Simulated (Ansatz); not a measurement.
# SiNi2: the cost of one run

Program: Ansatz 0.2.0. Level of theory: DFT LDA, scalar-relativistic, plane waves, PAW. These are calculated values, not measurements.

## Step 1: The structure to begin with

Symmetry: Pnma, No. 62, orthorhombic system. Conventional cell: a = 5.005 Å, b = 3.633 Å, c = 6.886 Å, α = 90.00°, β = 90.00°, γ = 90.00°. Si (site symmetry m) is surrounded by 10 Ni at 2.25 to 2.77 Å. Ni (site symmetry m) is surrounded by 5 Si at 2.31 to 2.52 Å and 8 Ni at 2.53 to 2.64 Å. Ni (site symmetry m) is surrounded by 5 Si at 2.25 to 2.77 Å and 8 Ni at 2.53 to 2.64 Å.

As a file:

```
CELL_PARAMETERS angstrom
5.00452 0.00000 0.00000
0.00000 3.63336 0.00000
0.00000 0.00000 6.88565
ATOMIC_POSITIONS crystal
Si 0.28411 0.75000 0.61390
Si 0.71589 0.25000 0.38610
Si 0.21589 0.25000 0.11390
Si 0.78411 0.75000 0.88610
Ni 0.96006 0.75000 0.20400
Ni 0.03994 0.25000 0.79600
Ni 0.53994 0.25000 0.70400
Ni 0.46006 0.75000 0.29600
Ni 0.83253 0.75000 0.56124
Ni 0.16747 0.25000 0.43876
Ni 0.66747 0.25000 0.06124
Ni 0.33253 0.75000 0.93876
```

It is the end of an earlier run, which began from a cell of the Crystallography Open Database.

## Step 2: Relaxing cell and atoms: SiNi2, no spin

It takes the final geometry of an earlier run.

input.yaml reads:

```yaml
crystal:
  lattice:
    - [5.0045224762, 0.0, 0.0]
    - [0.0, 3.6333575525, 0.0]
    - [0.0, 0.0, 6.8856526771]
  atoms:
    - { symbol: Si, position: [0.2841125532, 0.75, 0.6138999088] }
    - { symbol: Si, position: [0.7158874468, 0.25, 0.3861000912] }
    - { symbol: Si, position: [0.2158874468, 0.25, 0.1138999088] }
    - { symbol: Si, position: [0.7841125532, 0.75, 0.8861000912] }
    - { symbol: Ni, position: [0.960062151, 0.75, 0.2040017337] }
    - { symbol: Ni, position: [0.039937849, 0.25, 0.7959982663] }
    - { symbol: Ni, position: [0.539937849, 0.25, 0.7040017337] }
    - { symbol: Ni, position: [0.460062151, 0.75, 0.2959982663] }
    - { symbol: Ni, position: [0.8325338556, 0.75, 0.5612388825] }
    - { symbol: Ni, position: [0.1674661444, 0.25, 0.4387611175] }
    - { symbol: Ni, position: [0.6674661444, 0.25, 0.0612388825] }
    - { symbol: Ni, position: [0.3325338556, 0.75, 0.9387611175] }
scf:
  occupations: { method: gaussian, width: 0.1 }
output:
  forces: true
  stress: true
  eigenvalues: true
kpoints:
  mp_grid: { grid: [10, 12, 8] }
hamiltonian:
  xc: lda
relax:
  f_tol: 0.003
  max_steps: 60
  cell: { stress_tol: 0.05, sigma_target: [-5.0, 0.0, 0.0, 0.0, 0.0, 0.0] }
```

On the command line:

```sh
ansatz run input.yaml --threads 8 --pin off --max-ram 16384MiB --backend cpu --events-out ev --progress --plain --runs-dir out
```

**Question.** How long does this run take on 8 threads of Arm Neoverse N1, shared host, and how much memory does it need?

About 4.7 min, with a peak of 2.1 GiB.
